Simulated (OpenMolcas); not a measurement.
# One shape, several levels: CH5BFNO (SMILES COB(N)F)

Wanted: a comparison of 6 runs (HF/3-21G, B3LYP/6-31G*, M06-L/cc-pVDZ, PBE0/cc-pVDZ, r2SCAN/cc-pVDZ) of CH5BFNO. 

The calculation is run with OpenMolcas 26.06.

### Step 1. The system as given

CH5BFNO: 10 atoms, total charge 0, spin state singlet. As SMILES, `COB(N)F`. The coordinates come from a PBE0-D4/def2-TZVP relaxation. This is one conformer, not always the lowest.

Bond lengths: C1–O2 1.405 Å, O2–B3 1.359 Å, B3–N4 1.405 Å, B3–F5 1.338 Å, C1–H6 1.096 Å, C1–H7 1.096 Å, C1–H8 1.090 Å, N4–H9 1.003 Å, N4–H10 1.004 Å. Some angles: C1–O2–B3 120.8°, O2–B3–N4 125.0°, O2–B3–F5 116.2°, N4–B3–F5 118.8°, O2–C1–H6 111.5°, O2–C1–H7 111.5°, O2–C1–H8 108.0°, B3–N4–H9 124.2°, B3–N4–H10 121.4°, H6–C1–H7 109.0°.

### Step 2. Energy and forces at HF/3-21G (run 1)

Contents of geom.xyz:

```xyz
10

C     -1.333500     0.263000    -0.477800
O     -0.091800     0.111300    -1.118500
B      1.035100    -0.141800    -0.402100
N      1.089100    -0.275300     0.995100
F      2.166400    -0.269400    -1.105200
H     -1.324800     1.107400     0.220800
H     -1.619300    -0.645300     0.064900
H     -2.085400     0.457300    -1.242600
H      0.293200    -0.194900     1.599400
H      1.953900    -0.463200     1.468800
```

Contents of calc.input:

```
&GATEWAY
BasLib
$CurrDir
Coord
geom.xyz
Basis
3-21G
Group
NoSym
&SEWARD
&SCF
Thresholds
1e-10 1e-07 1e-07 1e-05
PrOrbitals
1 1
&ALASKA
```

The basis set 3-21G is read from a file made from the Basis Set Exchange's data (not shown).

Launch:

```sh
$ export MOLCAS_MEM=1860
$ pymolcas calc.input > calc.log
```

Standard output:

```text
--- Start Module: gateway ---
[...]
--- Stop Module: gateway /rc=_RC_ALL_IS_WELL_ ---
[...]
      Basis functions           55
[...]
--- Start Module: scf ---
[...]
       Convergence after  14 Iterations
[...]
::    Total SCF energy                               -292.7746701645
[...]
      Total spin, S                                     0.0000000000
[...]
      Total electronic charge=   40.000000
      Total            charge=   -0.000000
[...]
      Dipole Moment (debye):
      Origin of the operator (angstrom)=    0.6169   -0.0692   -0.4281
                   X= -2.1855E+00               Y=  4.1720E-02               Z=  3.6615E+00           Total=  4.2643E+00
      Quadrupole Moment (debye*angstrom):
[...]
--- Stop Module: scf /rc=_RC_ALL_IS_WELL_ ---
[...]
--- Start Module: alaska ---
[...]
 *              Molecular gradients               *
 **************************************************
  Irreducible representation: a
 ------------------------------------------------------------------------------------------
                              X                       Y                       Z
 ------------------------------------------------------------------------------------------
  C1                3.18353794231543E-02   -4.75154994830240E-03   -6.28363086466088E-03
  O2               -1.61948123003963E-03   -5.39368473163826E-04    8.91590277106857E-03
  B3               -7.61000893531616E-03    1.65085860156294E-03   -4.00344478529657E-03
  N4                1.55103860062566E-03    9.27628537182867E-04   -1.34269248327534E-02
  F5               -1.71416630544670E-02    2.11091497239191E-03    8.67283850425871E-03
  H6                6.04996881593767E-04    6.45075843478526E-03    4.16922144610554E-03
  H7               -1.64803867027552E-03   -6.93545436153276E-03    2.98277744432474E-03
  H8               -5.24613225528459E-03    1.39642901816694E-03   -5.89026030815720E-03
[...]
--- Stop Module: alaska /rc=_RC_ALL_IS_WELL_ ---
[...]
```

Wall time 7.5 s (1 thread of AMD EPYC 7R43 (Zen 3), shared host); peak memory 0.39 GiB.

### Step 3. Energy and gradient at B3LYP/6-31G(d) (spherical functions) (run 2)

Contents of job.input:

```
>>> EXPORT MOLCAS_PRINT=2
&GATEWAY
BasLib
$CurrDir
Coord
10
angstrom
C       -1.333500       0.263000      -0.477800
O       -0.091800       0.111300      -1.118500
B        1.035100      -0.141800      -0.402100
N        1.089100      -0.275300       0.995100
F        2.166400      -0.269400      -1.105200
H       -1.324800       1.107400       0.220800
H       -1.619300      -0.645300       0.064900
H       -2.085400       0.457300      -1.242600
H        0.293200      -0.194900       1.599400
H        1.953900      -0.463200       1.468800
Basis
6-31Gs
Group
NoSym
&SEWARD
GridInput
Grid=UltraFine
End of Grid
&SCF
KSDFT
B3LYP
Thresholds
1e-10 1e-07 1e-07 1e-05
PrOrbitals
1 1
&ALASKA
```

The basis set 6-31G* is read from a file made from the Basis Set Exchange's data (not shown).

Launch:

```sh
$ export MOLCAS_MEM=1860
$ pymolcas job.input > job.log
```

Standard output:

```text
--- Start Module: gateway ---
[...]
--- Stop Module: gateway /rc=_RC_ALL_IS_WELL_ ---
[...]
      Basis functions           80
[...]
--- Start Module: scf ---
[...]
       Convergence after  14 Iterations
[...]
::    Total KS-DFT energy                            -295.9224003551
[...]
      Total spin, S                                     0.0000000000
[...]
      Total electronic charge=   40.000000
      Total            charge=   -0.000000
[...]
      Dipole Moment (debye):
      Origin of the operator (angstrom)=    0.6169   -0.0692   -0.4281
                   X= -1.6468E+00               Y=  1.7839E-02               Z=  2.9111E+00           Total=  3.3447E+00
      Quadrupole Moment (debye*angstrom):
[...]
--- Stop Module: scf /rc=_RC_ALL_IS_WELL_ ---
[...]
--- Start Module: alaska ---
[...]
 *              Molecular gradients               *
 **************************************************
  Irreducible representation: a
 ------------------------------------------------------------------------------------------
                              X                       Y                       Z
 ------------------------------------------------------------------------------------------
  C1                2.53828890559493E-03   -3.53955228123537E-04   -4.06349108675208E-04
  O2                9.69108072741420E-05   -4.76316983611280E-04    4.97713373927056E-03
  B3               -1.57866134543369E-03    1.39927304844273E-04    1.55653194614658E-03
  N4                7.43629738970020E-04   -1.95209613944591E-05   -1.21937896438418E-03
  F5               -4.90244749562052E-03    5.64328884891996E-04    2.94482188747125E-03
  H6                5.19952297893367E-04   -1.51523444774160E-03   -1.79437267597526E-03
  H7                1.02749926473078E-03    1.52669409727046E-03   -1.51841536956265E-03
  H8                2.03363347828622E-03   -4.77707739686473E-04    1.44720791173203E-03
[...]
--- Stop Module: alaska /rc=_RC_ALL_IS_WELL_ ---
[...]
```

Wall time 64 s (1 thread of AMD EPYC 7R43 (Zen 3), shared host); peak memory 0.45 GiB.

Runs 3 to 4 aren't shown in full; the table further down has their settings and results.

### Step 4. Energy and gradient at PBE0/cc-pVDZ (run 5)

Contents of calc.input:

```
* CH5BFNO Kohn-Sham DFT
>>> EXPORT MOLCAS_PRINT=2
&GATEWAY
BasLib = $CurrDir
Coord
10
angstrom
C       -1.333500       0.263000      -0.477800
O       -0.091800       0.111300      -1.118500
B        1.035100      -0.141800      -0.402100
N        1.089100      -0.275300       0.995100
F        2.166400      -0.269400      -1.105200
H       -1.324800       1.107400       0.220800
H       -1.619300      -0.645300       0.064900
H       -2.085400       0.457300      -1.242600
H        0.293200      -0.194900       1.599400
H        1.953900      -0.463200       1.468800
Basis = cc-pVDZ
Group = NoSym
&SEWARD
GridInput
Grid=UltraFine
End of Grid
&SCF
KSDFT = PBE0
Thresholds = 1e-10 1e-07 1e-07 1e-05
PrOrbitals = 1 2
&ALASKA
```

The basis set cc-pVDZ is read from a file made from the Basis Set Exchange's data (not shown).

Launch:

```sh
$ export MOLCAS_MEM=1860
$ pymolcas calc.input > calc.log
```

Standard output:

```text
--- Start Module: gateway ---
[...]
--- Stop Module: gateway /rc=_RC_ALL_IS_WELL_ ---
[...]
      Basis functions           95
[...]
--- Start Module: scf ---
[...]
       Convergence after  14 Iterations
[...]
::    Total KS-DFT energy                            -295.6206673698
[...]
      Total spin, S                                     0.0000000000
[...]
      Total electronic charge=   40.000000
      Total            charge=   -0.000000
[...]
      Dipole Moment (debye):
      Origin of the operator (angstrom)=    0.6169   -0.0692   -0.4281
                   X= -1.7142E+00               Y=  2.4867E-02               Z=  2.9593E+00           Total=  3.4200E+00
      Quadrupole Moment (debye*angstrom):
[...]
--- Stop Module: scf /rc=_RC_ALL_IS_WELL_ ---
[...]
--- Start Module: alaska ---
[...]
 *              Molecular gradients               *
 **************************************************
  Irreducible representation: a
 ------------------------------------------------------------------------------------------
                              X                       Y                       Z
 ------------------------------------------------------------------------------------------
  C1               -6.86976280439389E-03    9.92485721402314E-04    2.22235398081394E-03
  O2                2.82573991671242E-03   -8.76383275461468E-04    4.32257714163065E-03
  B3                4.42481701181302E-03   -1.15797531441503E-04   -6.90591409884889E-03
  N4                2.23964639429308E-04   -4.02020954055615E-04    4.06175855354896E-03
  F5               -7.06110290775008E-03    7.53233082668947E-04    4.89787393376595E-03
  H6                4.89122089452843E-04   -4.31623457256247E-03   -4.00012172646536E-03
  H7                1.97049886713718E-03    4.52048546678663E-03   -3.20772065459796E-03
  H8                4.30420906527740E-03   -1.08172345905333E-03    3.95803340892176E-03
[...]
--- Stop Module: alaska /rc=_RC_ALL_IS_WELL_ ---
[...]
```

It took 58 s on 1 thread of AMD EPYC 7R43 (Zen 3), shared host; peak memory 0.52 GiB.

### Step 5. Energy and forces at r2SCAN/cc-pVDZ (run 6)

Contents of mol.xyz:

```xyz
10

C     -1.333500     0.263000    -0.477800
O     -0.091800     0.111300    -1.118500
B      1.035100    -0.141800    -0.402100
N      1.089100    -0.275300     0.995100
F      2.166400    -0.269400    -1.105200
H     -1.324800     1.107400     0.220800
H     -1.619300    -0.645300     0.064900
H     -2.085400     0.457300    -1.242600
H      0.293200    -0.194900     1.599400
H      1.953900    -0.463200     1.468800
```

Contents of mol.input:

```
* CH5BFNO Kohn-Sham DFT
>>> EXPORT MOLCAS_PRINT=2

&GATEWAY
 BasLib=$CurrDir
 Coord=mol.xyz
 Basis=cc-pVDZ
 Group=NoSym

&SEWARD
 GridInput
 Grid=UltraFine
 End of Grid

&SCF
 KSDFT=2
 1.0 MGGA_X_R2SCAN
 1.0 MGGA_C_R2SCAN
 Thresholds=1e-10 1e-07 1e-07 1e-05
 PrOrbitals=0

&ALASKA
```

The basis set cc-pVDZ is read from a file made from the Basis Set Exchange's data (not shown).

Launch:

```sh
$ export MOLCAS_MEM=1860
$ pymolcas mol.input > mol.log
```

Standard output:

```text
--- Start Module: gateway ---
[...]
--- Stop Module: gateway /rc=_RC_ALL_IS_WELL_ ---
[...]
      Basis functions           95
[...]
--- Start Module: scf ---
[...]
       Convergence after  15 Iterations
[...]
::    Total KS-DFT energy                            -295.7921806268
[...]
      Total spin, S                                     0.0000000000
[...]
      Total electronic charge=   40.000000
      Total            charge=   -0.000000
[...]
      Dipole Moment (debye):
      Origin of the operator (angstrom)=    0.6169   -0.0692   -0.4281
                   X= -1.6804E+00               Y=  2.3614E-02               Z=  2.9095E+00           Total=  3.3600E+00
      Quadrupole Moment (debye*angstrom):
[...]
--- Stop Module: scf /rc=_RC_ALL_IS_WELL_ ---
[...]
--- Start Module: alaska ---
[...]
 *              Molecular gradients               *
 **************************************************
  Irreducible representation: a
 ------------------------------------------------------------------------------------------
                              X                       Y                       Z
 ------------------------------------------------------------------------------------------
  C1               -2.05920386829739E-03    3.90251094825933E-04   -1.00852461469181E-04
  O2               -2.95807242238766E-05   -8.33271705293681E-04    9.23325583214485E-03
  B3                4.57219134586415E-03   -3.55401676439687E-05   -8.09218832775738E-03
  N4                6.68078094084867E-04   -4.51859567325297E-04    3.78545742166203E-03
  F5               -9.84968700029043E-03    1.06474764974851E-03    6.66718615636341E-03
  H6                3.83249117774431E-04   -4.85363924813997E-03   -4.62790548123193E-03
  H7                2.06282987227602E-03    5.16279943430042E-03   -3.73076105284476E-03
  H8                4.59813679395138E-03   -1.15263302620627E-03    4.20025777163069E-03
[...]
--- Stop Module: alaska /rc=_RC_ALL_IS_WELL_ ---
[...]
```

Run time: 87 s. Hardware: 1 thread of AMD EPYC 7R43 (Zen 3), shared host; peak memory 0.52 GiB.

### Step 6. All runs side by side

```csv
run,level,integration grid,Cartesian functions,energy (Eh),dipole moment (D),HOMO energy (eV),LUMO energy (eV),wall time
1,HF/3-21G,–,no,-292.774670,4.26,-11.48,6.64,7.5 s
2,B3LYP/6-31G* (spherical functions),UltraFine,no,-295.922400,3.34,-7.26,1.98,64 s
3,B3LYP/6-31G* (Cartesian functions),UltraFine,yes,-295.926675,3.35,-7.27,1.95,50 s
4,M06-L/cc-pVDZ,UltraFine,no,-295.906733,3.34,-6.45,1.54,75 s
5,PBE0/cc-pVDZ,UltraFine,no,-295.620667,3.42,-7.67,1.60,58 s
6,r2SCAN/cc-pVDZ,UltraFine,no,-295.792181,3.36,-6.47,1.45,87 s
```

### Step 7. Results

| quantity | value |
| --- | --- |
| run 6: total energy | -295.79218 Eh |
| run 6: dipole moment | 3.36 D |
| run 6: HOMO energy | -6.47 eV |
| run 6: LUMO energy | 1.45 eV |
| run 6: HOMO–LUMO gap | 7.91 eV |
| run 6: largest force on an atom | 0.614 eV/Å |

**Reading.** The dipole moment (its size) runs from 3.34 D (M06-L/cc-pVDZ) to 4.26 D (HF/3-21G). The two ends differ in method and basis. The HOMO–LUMO gap runs from 7.91 eV (r2SCAN/cc-pVDZ) to 18.11 eV (HF/3-21G). Totals of different functionals can't be ranked against each other. All runs together took 5.7 min, the longest 87 s.
